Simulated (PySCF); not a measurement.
# The bond of AsF, level by level

Aim: find the lowest electronic state of AsF, scan its bond at several levels of theory, and get bond length, wavenumber and dissociation energy from each curve.

The runs use PySCF 2.14.0; As def2-TZVPPD, F def2-TZVPPD, no relativity.

## 1. Set-up

Settings of the job:

- atoms: As, F
- charge: 0
- basis: As def2-TZVPPD, F def2-TZVPPD
- Hamiltonian: no relativity
- basis functions: 94
- electrons treated: 42
- masses in u: 74.9216, 18.9984
- levels: PBE0, PBE, r²SCAN, TPSSh, PBEsol, M06-L, LDA, r²SCANh, ωB97M-V, HF, MP2, SCS-MP2, CCSD, CCSD(T)
- grid: 80 radial by 434 angular points
- occupations: held fixed by the projection of orbital angular momentum
- dissociation limit: As + F, each in its ground configuration
- starting distance in angstrom: 1.790
- values of 2S to try: 0, 2, 4

Launch:

```console
> OMP_NUM_THREADS=2 python dia.py task.json out
```

The runs that follow: The PBE0 curve of the state that the search chose; Other states along the same grid; PBE; r²SCAN (meta-GGA); TPSSh (hybrid meta-GGA); PBEsol; M06-L; LDA (local density); r²SCANh (hybrid meta-GGA); ωB97M-V; UHF (mean field); Correlated methods on the Hartree–Fock reference.

What does the calculation give? Wanted: for each run, Re; ωe; De; μ.

As calculated:

Lowest PBE0 solution found, without spin–orbit coupling: ³Σ⁻ (triplet), unpaired electrons π ↑↑. State 2 has its PBE0 minimum 0.33 eV higher, as a spin-mixed determinant (⟨S²⟩ = 1.01), so this is no gap between pure states. State 3 has its PBE0 minimum 1.41 eV higher. The other levels ran on the lowest alone.

```csv
level,Re (Å),ωe (cm⁻¹),De (eV),μ (D)
UHF,1.717,735,2.27,-1.76
UHF-MP2,1.747,687,4.24,n/a
UHF-SCS-MP2,1.750,681,4.12,n/a
UHF-CCSD,1.740,700,3.86,n/a
UHF-CCSD(T),1.748,685,4.02,n/a
LDA,1.740,688,5.53,-1.43
PBE,1.771,649,4.64,-1.57
PBEsol,1.755,670,4.94,-1.47
r²SCAN,1.745,685,4.35,-1.48
M06-L,1.753,667,4.45,-1.53
TPSSh,1.753,677,4.30,-1.57
r²SCANh,1.739,696,4.22,-1.51
PBE0,1.743,690,4.22,-1.61
ωB97M-V,1.748,689,4.31,-1.71
```

De is counted to As + F in their ground configurations. A positive dipole means As(−)F(+).

Differences from CCSD(T) in the same basis:

```csv
level,Re (mÅ),ωe (%)
UHF,-31,+7.3
UHF-MP2,0,+0.2
UHF-SCS-MP2,+2,-0.6
UHF-CCSD,-8,+2.1
LDA,-7,+0.3
PBE,+23,-5.3
PBEsol,+8,-2.3
r²SCAN,-2,-0.1
M06-L,+6,-2.6
TPSSh,+5,-1.3
r²SCANh,-9,+1.5
PBE0,-4,+0.7
ωB97M-V,0,+0.5
```

Judged by CCSD(T) in the same basis: best bond length UHF-MP2 and ωB97M-V (0 mÅ), worst UHF (-31 mÅ); best wavenumber r²SCAN (-0.1 %), worst UHF (+7.3 %). Hartree–Fock makes the bond too short and too stiff against this reference, as it mostly does. PBE has the long and soft bond that GGAs tend to give. Of the levels with a De here, UHF gives the least (2.27 eV) and LDA the most (5.53 eV).

Correlated steps freeze 10 core orbitals.
